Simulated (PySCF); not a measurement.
**CH10SSi3: NMR shifts, electronic excitations and K edges in gas and solvents**

Aim: compute the NMR shifts, electronic excitations and K edges of CH10SSi3 (`CS[SiH]([SiH3])[SiH3]`), and see what a dielectric continuum does where one was used.

Computed with PySCF 2.14.0, with density-fitted response routines of our own, on a single molecule, in the gas phase or a continuum. Atoms are numbered from 0 throughout.

## 1. The molecule as given

15 atoms, charge 0, multiplicity 1; geometry from: GFN2-xTB.

Bonds of the start (Å): C0–S1 1.81, S1–Si2 2.18, Si2–Si3 2.32, Si2–Si4 2.33, C0–H5 1.09, C0–H6 1.09, C0–H7 1.09, Si2–H8 1.48, Si3–H9 1.47, Si3–H10 1.46, Si3–H11 1.46, Si4–H12 1.47, Si4–H13 1.46, Si4–H14 1.46.

## 2. Relaxing the molecule at PBE0-D3(BJ)/def2-SVP

What the job is given:

```
{"job": {"xc": "PBE0", "basis": "def2-SVP", "d3": "d3bj", "grid": 1, "kind": "geom"}, "charge": 0, "multiplicity": 1}
C      2.658831    -0.095220    -0.314626
S      1.224942    -0.806911    -1.169003
Si    -0.346142    -0.345067     0.267979
Si    -2.152187    -1.669100    -0.333807
Si    -0.610397     1.966942     0.420577
H      2.779205    -0.573615     0.653027
H      3.525892    -0.293414    -0.936166
H      2.524586     0.975778    -0.194702
H      0.268747    -0.838169     1.517839
H     -3.196085    -1.440089     0.669114
H     -1.893907    -3.108523    -0.369621
H     -2.704040    -1.287579    -1.633924
H      0.600289     2.710189     0.792793
H     -1.073420     2.552502    -0.839686
H     -1.610727     2.260266     1.448295
```

The program printed:

```text
step   0  E = -1309.82158526  max force = 0.019755
step   1  E = -1309.82838266  max force = 0.002139
step   2  E = -1309.82868499  max force = 0.000782
step   3  E = -1309.82881588  max force = 0.000712
step   4  E = -1309.82885103  max force = 0.000821
step   5  E = -1309.82886957  max force = 0.000484
step   6  E = -1309.82886594  max force = 0.000171
step   7  E = -1309.82886318  max force = 0.000148
step   8  E = -1309.82886720  max force = 0.000165
step   9  E = -1309.82887364  max force = 0.000142
optimisation converged
```

It took 80 s on 1 thread, shared host.

The steps of the relaxation:

```tsv
step	energy from step 0 (eV)	largest force component (eV/Å)
0	0.0000	1.0158
1	-0.1850	0.1100
2	-0.1932	0.0402
3	-0.1968	0.0366
4	-0.1977	0.0422
5	-0.1982	0.0249
6	-0.1981	0.0088
7	-0.1980	0.0076
8	-0.1982	0.0085
9	-0.1983	0.0073
```

Close pairs (by a distance rule), those that changed most:

```tsv
bond	before (Å)	after (Å)	change (Å)
Si4–H14	1.464	1.497	+0.033
Si3–H11	1.463	1.494	+0.031
Si3–H10	1.463	1.494	+0.031
Si4–H13	1.465	1.495	+0.030
Si3–H9	1.466	1.496	+0.030
Si4–H12	1.469	1.497	+0.028
S1–Si2	2.179	2.151	-0.028
Si2–Si3	2.319	2.344	+0.026
```

The final coordinates are the input of the step that follows.

```tsv
at the end point	value
point group (found at 0.08 Å tolerance)	C1
rotational constants (GHz, main isotopes)	1.878, 1.345, 0.856
dipole moment (D)	1.30
```

## 3. Shielding tensors: PBE0/pcSseg-1 in chloroform

What the job is given:

```
{"job": {"kind": "nmr", "xc": "PBE0", "basis": "pcSseg-1", "solvent": "chloroform", "pop": true}, "charge": 0, "multiplicity": 1}
C      2.687993    -0.077780    -0.410827
S      1.232919    -0.967338    -1.053168
Si    -0.255845    -0.448071     0.409812
Si    -2.204892    -1.551187    -0.283229
Si    -0.617493     1.871612     0.435882
H      2.961636    -0.432890     0.592688
H      3.515523    -0.292936    -1.100587
H      2.521058     1.008286    -0.388531
H      0.153341    -0.911091     1.777459
H     -3.321020    -1.229796     0.659061
H     -1.995544    -3.030393    -0.310853
H     -2.574018    -1.076503    -1.651291
H      0.647082     2.614231     0.734060
H     -1.118622     2.299534    -0.905910
H     -1.633101     2.233531     1.473861
```

Level: GIAO PBE0/pcSseg-1 NMR shielding, non-relativistic, IEF-PCM chloroform.

The program printed:

```text
coarse grid: 13784 points
cycle   1  E = -1310.1471867631  dE = -1.406e-01  |g| = 2.261e-01  |ddm| = 3.382e+00
cycle   2  E = -1310.1495322214  dE = -2.345e-03  |g| = 2.100e-01  |ddm| = 5.729e-01
cycle   3  E = -1310.1617056289  dE = -1.217e-02  |g| = 3.389e-02  |ddm| = 3.226e-01
cycle   4  E = -1310.1619977700  dE = -2.921e-04  |g| = 8.627e-03  |ddm| = 4.557e-02
cycle   5  E = -1310.1620157061  dE = -1.794e-05  |g| = 3.784e-03  |ddm| = 1.382e-02
cycle   6  E = -1310.1620191429  dE = -3.437e-06  |g| = 6.660e-04  |ddm| = 4.368e-03
final grid: 112456 points
cycle   7  E = -1310.1915640288  dE = -1.392e-05  |g| = 5.523e-03  |ddm| = 1.873e-02
cycle   8  E = -1310.1915602234  dE =  3.805e-06  |g| = 6.605e-03  |ddm| = 1.012e-02
cycle   9  E = -1310.1915709504  dE = -1.073e-05  |g| = 3.847e-04  |ddm| = 5.784e-03
cycle  10  E = -1310.1915709826  dE = -3.227e-08  |g| = 9.922e-05  |ddm| = 4.997e-04
cycle  11  E = -1310.1915709854  dE = -2.801e-09  |g| = 2.559e-05  |ddm| = 1.672e-04
cycle  12  E = -1310.1915709856  dE = -2.026e-10  |g| = 5.745e-06  |ddm| = 4.629e-05
converged SCF energy = -1310.1915709856

GIAO shielding tensors (ppm)
atom      isotropic    diamagn.    paramagn.     s11        s22        s33       span
  0 C      167.500     250.394     -82.894    155.175    157.928    189.398     34.223
  1 S      726.733    1059.765    -333.031    622.279    652.020    905.901    283.622
  2 Si     398.522     881.193    -482.671    342.962    377.144    475.461    132.499
  3 Si     454.467     879.810    -425.343    447.045    449.869    466.488     19.443
  4 Si     460.178     880.539    -420.361    438.521    465.339    476.674     38.153
  5 H       29.224      29.586      -0.362     24.074     26.675     36.922     12.848
  6 H       29.046      28.148       0.898     22.962     25.996     38.181     15.219
  7 H       29.028      30.657      -1.629     22.916     28.279     35.888     12.973
  8 H       26.513      29.948      -3.435     22.945     24.650     31.944      8.999
  9 H       27.658      28.526      -0.868     24.173     25.568     33.234      9.060
 10 H       27.518      28.426      -0.909     23.813     25.555     33.185      9.371
 11 H       27.673      28.849      -1.175     24.391     26.090     32.538      8.147
 12 H       27.323      29.368      -2.045     23.227     26.501     32.242      9.015
 13 H       27.835      29.425      -1.590     24.847     25.882     32.777      7.930
 14 H       27.795      29.087      -1.293     24.409     25.428     33.547      9.137
```

Run time: 20 s. Hardware: 1 thread, shared host.

Shifts follow as δ = σ(reference) − σ, with reference shieldings (ppm) from runs at the same level and on the same kind of geometry: 1H TMS 31.25, 13C TMS 185.2, 29Si TMS 351.9, 33S CS2 495. The references are single molecules in the same continuum. Atoms listed in one row are averaged.

```tsv
atoms	environment	σ (ppm)	δ (ppm)
C0	methyl carbon bonded to S	167.5	17.7
H8	hydrogen on a silicon bonded to S, 2 Si	26.51	4.73
H9, H10, H11, H12, H13, H14	hydrogen on a silicon bonded to Si	27.63	3.61
H5, H6, H7	hydrogen on a methyl carbon bonded to S	29.10	2.15
S1	sulfur bonded to C, Si	727	-231
Si2	silicon bonded to S, 2 Si, H	398.5	-46.7
Si3, Si4	silicon bonded to Si, 3 H	457.3	-105.5
```

Charges from the same density, by scheme (e):

```tsv
atoms	Mulliken	IAO	Hirshfeld	ESP fit
C0	-0.41	-0.49	-0.11	-0.34
S1	-0.31	-0.18	-0.11	-0.28
Si2	0.04	0.25	0.15	0.13
Si3, Si4	0.24	0.28	0.21	0.19
```

Mayer bond orders: C0–S1 0.98, S1–Si2 0.95, Si2–Si3 0.90, Si2–Si4 0.86.

## 4. Excited states and response: CAM-B3LYP/def2-SVPD

Settings changed since step 3:

```diff
@@ -1,2 +1,2 @@
-{"job": {"kind": "nmr", "xc": "PBE0", "basis": "pcSseg-1", "solvent": "chloroform", "pop": true}, "charge": 0, "multiplicity": 1}
+{"job": {"kind": "uv", "xc": "CAM-B3LYP", "basis": "def2-SVPD", "dynamic": true, "nstates": 6, "ntriplets": 0}, "charge": 0, "multiplicity": 1}
 C      2.687993    -0.077780    -0.410827
```

With the program's defaults for keys left out, this is: TDDFT CAM-B3LYP/def2-SVPD, vertical, gas phase, core orbitals frozen in the response.

The program printed:

```text
coarse grid: 13784 points
cycle   1  E = -1310.1929477745  dE = -1.595e-01  |g| = 2.494e-01  |ddm| = 4.227e+00
cycle   2  E = -1310.2074438485  dE = -1.450e-02  |g| = 1.795e-01  |ddm| = 8.236e-01
cycle   3  E = -1310.2181621882  dE = -1.072e-02  |g| = 3.352e-02  |ddm| = 3.944e-01
cycle   4  E = -1310.2185839979  dE = -4.218e-04  |g| = 7.056e-03  |ddm| = 8.612e-02
cycle   5  E = -1310.2186023001  dE = -1.830e-05  |g| = 1.075e-03  |ddm| = 1.948e-02
cycle   6  E = -1310.2186028062  dE = -5.060e-07  |g| = 5.157e-04  |ddm| = 3.435e-03
final grid: 112456 points
cycle   7  E = -1310.3724333851  dE = -1.018e-05  |g| = 2.194e-03  |ddm| = 3.249e-02
cycle   8  E = -1310.3724334686  dE = -8.354e-08  |g| = 2.189e-03  |ddm| = 6.883e-03
cycle   9  E = -1310.3724347006  dE = -1.232e-06  |g| = 1.300e-04  |ddm| = 2.693e-03
cycle  10  E = -1310.3724347069  dE = -6.301e-09  |g| = 6.225e-05  |ddm| = 4.482e-04
cycle  11  E = -1310.3724347085  dE = -1.612e-09  |g| = 9.469e-06  |ddm| = 1.681e-04
cycle  12  E = -1310.3724347086  dE = -3.365e-11  |g| = 3.387e-06  |ddm| = 3.197e-05
converged SCF energy = -1310.3724347086

Static polarisability (au): isotropic 125.154, principal 102.513 130.015 142.934

Singlet excitations
state   eV       nm        f      main configurations
  1   5.3160    233.2   0.01513   H->L 0.74, H->L+1 0.17
  2   5.6175    220.7   0.00261   H->L+1 0.38, H->L+2 0.31, H->L 0.15
  3   6.1900    200.3   0.02496   H->L+2 0.52, H->L+1 0.21
  4   6.4725    191.6   0.01690   H->L+3 0.90
  5   6.4999    190.7   0.02501   H->L+4 0.72, H->L+1 0.10
  6   6.5934    188.0   0.02316   H-1->L 0.78
```

It took 35 s on 1 thread, shared host.

The orbitals next to the gap, with their largest atomic shares:

```tsv
orbital	eV	atoms
HOMO−3	-10.47	Si2 24 %, S1 17 %, H8 16 %
HOMO−2	-9.78	S1 43 %, Si2 21 %, Si3 9 %
HOMO−1	-9.33	Si2 28 %, Si3 22 %, S1 14 %
HOMO	-8.09	S1 62 %, Si2 11 %, C0 9 %
LUMO	0.50	Si2 24 %, S1 18 %, Si4 16 %
LUMO+1	0.76	S1 22 %, Si4 19 %, Si2 11 %
LUMO+2	0.95	Si3 25 %, Si2 16 %, S1 16 %
```

With each of the 6 states as a Gaussian band of 0.4 eV half-width at 1/e, the curve within the window shown has maxima at 231 nm (ε 690), 192 nm (ε 3,200) L/(mol cm). Beyond the last state computed it falls off for lack of states. The curve at chosen wavelengths:

```
 nm  ε (L/mol/cm)
180          1191
183          1866
187          2704
190          3082
193          3159
197          2841
200          2409
203          1926
207          1339
210          1002
213           773
217           622
220           598
223           618
226           654
230           687
233           684
236           651
240           567
243           485
246           398
250           287
253           216
256           156
260            97
263            66
```

Ground-state properties from the same run:

```tsv
property	computed
dipole moment (D)	1.35
polarisability (Å³)	18.55
HOMO–LUMO gap (eV)	8.59
−ε(HOMO) (eV)	8.09
C6 with itself (au)	5009
```

## 5. Ultraviolet spectrum: CAM-B3LYP/def2-SVPD in chloroform

Settings changed since step 4:

```diff
@@ -1,2 +1,2 @@
-{"job": {"kind": "uv", "xc": "CAM-B3LYP", "basis": "def2-SVPD", "dynamic": true, "nstates": 6, "ntriplets": 0}, "charge": 0, "multiplicity": 1}
+{"job": {"kind": "uv", "xc": "CAM-B3LYP", "basis": "def2-SVPD", "solvent": "chloroform", "nstates": 6, "ntriplets": 0}, "charge": 0, "multiplicity": 1}
 C      2.687993    -0.077780    -0.410827
```

Level: TDDFT CAM-B3LYP/def2-SVPD, vertical, IEF-PCM chloroform (non-equilibrium linear response), core orbitals frozen in the response.

The program printed:

```text
coarse grid: 13784 points
cycle   1  E = -1310.1977311612  dE = -1.639e-01  |g| = 2.384e-01  |ddm| = 4.229e+00
cycle   2  E = -1310.2135725173  dE = -1.584e-02  |g| = 1.504e-01  |ddm| = 7.855e-01
cycle   3  E = -1310.2209376335  dE = -7.365e-03  |g| = 2.963e-02  |ddm| = 3.502e-01
cycle   4  E = -1310.2212732289  dE = -3.356e-04  |g| = 6.201e-03  |ddm| = 8.314e-02
cycle   5  E = -1310.2212876070  dE = -1.438e-05  |g| = 8.209e-04  |ddm| = 1.765e-02
cycle   6  E = -1310.2212880093  dE = -4.023e-07  |g| = 3.026e-04  |ddm| = 3.092e-03
final grid: 112456 points
cycle   7  E = -1310.3751059346  dE = -1.018e-05  |g| = 1.897e-03  |ddm| = 3.239e-02
cycle   8  E = -1310.3751060831  dE = -1.485e-07  |g| = 1.829e-03  |ddm| = 6.327e-03
cycle   9  E = -1310.3751069338  dE = -8.507e-07  |g| = 9.998e-05  |ddm| = 2.238e-03
cycle  10  E = -1310.3751069386  dE = -4.768e-09  |g| = 4.385e-05  |ddm| = 4.040e-04
cycle  11  E = -1310.3751069395  dE = -8.426e-10  |g| = 8.047e-06  |ddm| = 1.308e-04
converged SCF energy = -1310.3751069395

Static polarisability (au): isotropic 159.892, principal 134.492 166.121 179.064

Singlet excitations
state   eV       nm        f      main configurations
  1   5.3763    230.6   0.02444   H->L 0.76, H->L+1 0.16
  2   5.6888    217.9   0.00452   H->L+1 0.38, H->L+2 0.30, H->L 0.15
  3   6.2564    198.2   0.04820   H->L+2 0.50, H->L+1 0.21, H->L+5 0.08
  4   6.5319    189.8   0.07241   H->L+3 0.53, H->L+4 0.29
  5   6.5692    188.7   0.02860   H-1->L 0.65, H->L+4 0.10
  6   6.6134    187.5   0.02085   H->L+4 0.35, H->L+3 0.30, H-1->L 0.17
```

Run time: 30 s. Hardware: 1 thread, shared host.

Key values: HOMO -8.08 eV, LUMO 0.60 eV; lowest singlet 5.38 eV.

## 6. K-edge absorption: BHandHLYP/def2-SVPD+aug-pcX-1+pcseg-1

Settings changed since step 5:

```diff
@@ -1,2 +1,2 @@
-{"job": {"kind": "uv", "xc": "CAM-B3LYP", "basis": "def2-SVPD", "solvent": "chloroform", "nstates": 6, "ntriplets": 0}, "charge": 0, "multiplicity": 1}
+{"job": {"kind": "xas", "xc": "BHandHLYP", "basis": {"default": "aug-pcX-1", "H": "pcseg-1", "S": "def2-SVPD", "Si": "def2-SVPD"}}, "charge": 0, "multiplicity": 1}
 C      2.687993    -0.077780    -0.410827
```

Level: core-valence-separated TDA BHandHLYP/aug-pcX-1 H:pcseg-1 S:def2-SVPD Si:def2-SVPD, K edges, non-relativistic, gas phase.

The program printed:

```text
coarse grid: 13784 points
cycle   1  E = -1310.2463510799  dE = -1.690e-01  |g| = 2.458e-01  |ddm| = 3.725e+00
cycle   2  E = -1310.2631347234  dE = -1.678e-02  |g| = 1.578e-01  |ddm| = 6.509e-01
cycle   3  E = -1310.2715943106  dE = -8.460e-03  |g| = 4.039e-02  |ddm| = 3.353e-01
cycle   4  E = -1310.2721889668  dE = -5.947e-04  |g| = 6.070e-03  |ddm| = 7.393e-02
cycle   5  E = -1310.2722015378  dE = -1.257e-05  |g| = 1.004e-03  |ddm| = 1.213e-02
cycle   6  E = -1310.2722019561  dE = -4.184e-07  |g| = 4.072e-04  |ddm| = 2.512e-03
final grid: 112456 points
cycle   7  E = -1310.3715888575  dE = -1.536e-05  |g| = 1.884e-03  |ddm| = 2.089e-02
cycle   8  E = -1310.3715890563  dE = -1.989e-07  |g| = 1.675e-03  |ddm| = 3.720e-03
cycle   9  E = -1310.3715897575  dE = -7.011e-07  |g| = 1.389e-04  |ddm| = 1.563e-03
cycle  10  E = -1310.3715897637  dE = -6.266e-09  |g| = 6.642e-05  |ddm| = 3.505e-04
cycle  11  E = -1310.3715897655  dE = -1.718e-09  |g| = 1.054e-05  |ddm| = 1.344e-04
cycle  12  E = -1310.3715897655  dE = -6.389e-11  |g| = 4.048e-06  |ddm| = 3.208e-05
converged SCF energy = -1310.3715897655

C K edge
   eV          f      from atoms
  285.088   0.04611   C0
  286.229   0.01008   C0
  287.009   0.02682   C0
  287.077   0.03222   C0
  287.194   0.00996   C0
  287.797   0.00210   C0
  287.952   0.00041   C0
  288.199   0.00186   C0
```

Run time: 11 s. Hardware: 1 thread, shared host.

## 7. Run by run: electronic excitations

Excitations and ground-state properties, with basis size and wall time:

```tsv
run	lowest singlet (eV)	brightest (eV)	f	gap (eV)	α (Å³)	μ (D)	functions	time
CAM-B3LYP/def2-SVPD	5.32	6.50	0.025	8.59	18.55	1.35	199	35 s
CAM-B3LYP/def2-SVPD in chloroform	5.38	6.53	0.072	8.67	23.69	1.81	199	30 s
```

## 8. Outcome

```
                                                                            quantity                                                  value
                                                                         point group                                                     C1
                                                rotational constants (main isotopes)                                   1.88, 1.34, 0.86 GHz
                                  13C shifts against TMS (PBE0/pcSseg-1, chloroform)                                               17.7 ppm
  1H shifts against TMS (PBE0/pcSseg-1, chloroform, means over atoms taken as alike)                                   4.73, 3.61, 2.15 ppm
                                  33S shifts against CS2 (PBE0/pcSseg-1, chloroform)                                               -231 ppm
29Si shifts against TMS (PBE0/pcSseg-1, chloroform, means over atoms taken as alike)                                      -46.7, -105.5 ppm
                                                lowest singlet (CAM-B3LYP/def2-SVPD)                            5.32 eV (233 nm), f = 0.015
                                            brightest single state of those computed                            state 5, 6.50 eV, f = 0.025
                                                                            C K edge  first line 285.09 eV, strongest 285.09 eV (f = 0.046)
                                                         range of the lowest singlet                                        5.32 to 5.38 eV
```

In words: The optimisation took 9 steps and gained 0.198 eV; among the close pairs (by a distance rule), Si4–H14 changed most, from 1.464 to 1.497 Å. At PBE0/pcSseg-1: Shielding is most anisotropic at S1 (span 284 ppm, paramagnetic term -333 ppm). The first singlet state (HOMO→LUMO 0.74, HOMO→LUMO+1 0.17) lies at 5.32 eV and is weak; of the 6 states computed, the strongest absorption comes from states 4 to 5 together at 6.50 eV. At the C edge the strongest single line lifts a 1s electron of C0 into several orbitals, led by LUMO+1 (weight 0.25), and it is the first line. Absolute edge energies from this method are off by several eV; spacings are better. The lowest singlet runs from 5.32 eV (CAM-B3LYP/def2-SVPD) to 5.38 eV (CAM-B3LYP/def2-SVPD in chloroform), while the orbital gap spans 8.59 to 8.67 eV. The lowest state need not be the same one in every run.
